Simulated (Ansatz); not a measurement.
# PtS2: a single-point run

Wanted: a converged single-point run for PtS2, and a check of what comes out. The structure is shown as the input types it.

Computed with Ansatz 0.2.0 (density functional or hybrid calculation with the settings of its input, plane waves, unless a step's input says otherwise).

### Step 1. The starting structure

Symmetry: P-3m1, No. 164, trigonal system. Conventional cell: a = 3.553 Å, b = 3.553 Å, c = 5.123 Å, α = 90.00°, β = 90.00°, γ = 120.00°. Pt (site symmetry -3m) has 6 S at 2.39 Å as nearest neighbours. Around S (site symmetry 3m) lie 3 Pt at 2.39 Å.

The input asks for a charge of -1 e on the cell.

As a file:

```
CELL_PARAMETERS angstrom
3.55262 0.00000 0.00000
-1.77631 3.07666 0.00000
0.00000 0.00000 5.12283
ATOMIC_POSITIONS crystal
Pt 0.00000 0.00000 0.00000
S 0.33333 0.66667 0.23925
S 0.66667 0.33333 0.76075
```

### Step 2. Running it

Input file input.yaml:

```yaml
crystal:
  lattice:
    - [3.5526240934, 0.0, 0.0]
    - [-1.7763120467, 3.076662715, 0.0]
    - [0.0, 0.0, 5.1228306371]
  atoms:
    - { symbol: Pt, position: [0.0, 0.0, 0.0] }
    - { symbol: S, position: [0.3333333333, 0.6666666667, 0.2392542165] }
    - { symbol: S, position: [0.6666666667, 0.3333333333, 0.7607457835] }
kpoints:
  mp_grid: { grid: [6, 6, 4] }
hamiltonian:
  xc: pbesol
scf:
  occupations: { method: fixed }
  n_extra_bands: 4
  max_iter: 50
output:
  forces: true
  stress: true
  eigenvalues: true
total_charge: -1
```

The run is started by

```sh
$ ansatz run input.yaml --threads 4 --pin off --max-ram 3686MiB --backend cpu --events-out ev --progress --plain --runs-dir out
```

What happens when this is run?

The run ended at the input check. It says: «inconsistent input (scf.occupations.method, magnetization): a σ = 0 step fill (method: fixed, or a smearing width below the step floor) cannot realise an odd electron count (31) without a locked total moment ...»

The typed charge leaves an electron count that fixed occupations can't fill in whole bands.

Remedy: remove the charge, or use smearing if the charged cell is meant.
